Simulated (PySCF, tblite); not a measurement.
**C5H7Cl3GeO: geometry, infrared bands and NMR shifts**

What infrared bands and NMR shifts should C5H7Cl3GeO (`C=[C]([GeH3])OC(=C)C(Cl)(Cl)Cl`) show?

Computed with tblite 0.8.0 and PySCF 2.14.0, with density-fitted response routines of our own, on a single molecule in the gas phase. Atoms count from 0, in the outputs and in this text.

## 1. The starting structure

17 atoms, charge 0, multiplicity 1; geometry from: force field or distance geometry start.

Bonds of the start (Å): C0–C1 1.33, C1–Ge2 1.96, C1–O3 1.38, O3–C4 1.41, C4–C5 1.33, C4–C6 1.49, C6–Cl7 1.79, C6–Cl8 1.76, C6–Cl9 1.76, C0–H10 1.09, C0–H11 1.07, Ge2–H12 1.55, Ge2–H13 1.54, Ge2–H14 1.55, C5–H15 1.07, C5–H16 1.08.

## 2. Optimising the geometry with GFN2-xTB

The job: settings as JSON, then the geometry in Å.

```
{"job": {"kind": "relax", "xc": "GFN2-xTB", "basis": "xTB"}, "charge": 0, "multiplicity": 1}
C      1.745100     0.036300    -1.779900
C      1.168200     0.226400    -0.601100
Ge     2.059800    -0.526200     0.968700
O     -0.005800     0.920300    -0.405100
C     -1.215000     0.304700    -0.033900
C     -1.463300    -0.900300    -0.539100
C     -2.203500     0.972100     0.852500
Cl    -2.639100     2.491900     0.003000
Cl    -3.700600     0.061800     1.044000
Cl    -1.433400     1.371000     2.385800
H      1.301200     0.424700    -2.699300
H      2.654000    -0.522500    -1.794600
H      3.246600    -1.426400     0.557700
H      2.653200     0.681200     1.714800
H      0.979400    -1.269100     1.786600
H     -0.776800    -1.420200    -1.177800
H     -2.377100    -1.413500    -0.292100
```

Command:

```
OMP_NUM_THREADS=1 python probes_run.py task.json out
```

This one command runs all jobs of the session in turn.

**Question.** This job is followed by: GFN2-xTB harmonic vibrations, gas phase; GIAO PBE0/pcSseg-1 NMR shielding, non-relativistic, gas phase. Predict these results of the whole session: strongest single infrared mode (GFN2-xTB); zero-point energy (GFN2-xTB); 13C shifts against TMS (PBE0/pcSseg-1); 1H shifts against TMS (PBE0/pcSseg-1, means over atoms taken as alike); 73Ge shifts against GeMe4 (PBE0/pcSseg-1); 17O shifts against H2O (PBE0/pcSseg-1); 35Cl shifts against HCl (PBE0/pcSseg-1, means over atoms taken as alike).

The runs gave:

| quantity | value |
| --- | --- |
| strongest single infrared mode (GFN2-xTB) | 2081 cm⁻¹, 549 km/mol |
| zero-point energy (GFN2-xTB) | 61.5 kcal/mol |
| 13C shifts against TMS (PBE0/pcSseg-1) | 169.8, 165.7, 121.4, 117.0, 106.8 ppm |
| 1H shifts against TMS (PBE0/pcSseg-1, means over atoms taken as alike) | 5.96, 5.75, 5.36, 4.91, 3.91 ppm |
| 73Ge shifts against GeMe4 (PBE0/pcSseg-1) | -262 ppm |
| 17O shifts against H2O (PBE0/pcSseg-1) | 198.2 ppm |
| 35Cl shifts against HCl (PBE0/pcSseg-1, means over atoms taken as alike) | 464 ppm |

Over 113 steps the energy fell by 0.597 eV; of the close pairs, Ge2–H14 changed most, 1.545 to 1.493 Å. No mode is imaginary among the 45: a minimum at this level. The strongest single mode, at 2081 cm⁻¹, moves mainly H12 and H14. GFN2-xTB is a fitted tight-binding method: band positions and strengths are rough. Its intensities can rank the bands wrongly. C6 stands next to heavy halogen, whose spin-orbit shielding this run leaves out, so the computed shift lies too far downfield, most of all for carbon beside Br or I. At PBE0/pcSseg-1: Shielding is most anisotropic at Cl7, Cl8, Cl9 (span 780 ppm, paramagnetic term -660 ppm). Spin-orbit coupling is left out, which matters for shieldings and couplings at and beside the heavy atoms.
